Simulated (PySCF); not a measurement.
# PbS (Pb(S)2+): the cost of one run

Method: PBE, Pb def2-SVP with ECP60, S def2-SVP; scalar-relativistic core potentials, no spin–orbit coupling; program: PySCF 2.14.0.

1 further run of the same task is left out (it didn't finish).

## (1) Starting geometry

2 atoms, charge 2, spin multiplicity 1.

Bond lengths: Pb1–S2 2.926 Å.

Geometry (Å):

```
Pb    0.0000    0.0000   -0.6777
S     0.0000    0.0000    2.2485
```

Formal oxidation states: Pb +4. An earlier session relaxed this geometry at PBE, Pb def2-SVP with ECP60, S def2-SVP (singlet, point group C∞v).

Its energy there is -589.922887 Eh.

## (2) Multiplicity 3 at the relaxed geometry

File run.py (the lines that set the calculation):

```python
mol = gto.M(atom='''
Pb     0.00000     0.00000    -0.67774
S      0.00000     0.00000     2.24847''',
    basis={'Pb': 'def2-SVP', 'S': 'def2-SVP'},
    ecp={'Pb': 'def2-SVP'},
    charge=2, spin=2)
mf = dft.UKS(mol, xc='PBE')
mf.grids.atom_grid = (50, 194)
mf = mf.density_fit()  # fitting sets: Pb def2-universal-JKFIT, S def2-universal-JKFIT
mf.conv_tol = 1e-08; mf.max_cycle = 55
mf.kernel(dm0)  # dm0: free metal ions and neutral atoms
```

Started as:

```sh
> OMP_NUM_THREADS=2 python run.py
```

**Question.** How long does this run take on 2 threads of Arm Neoverse V2, shared host?

About 1.2 s.
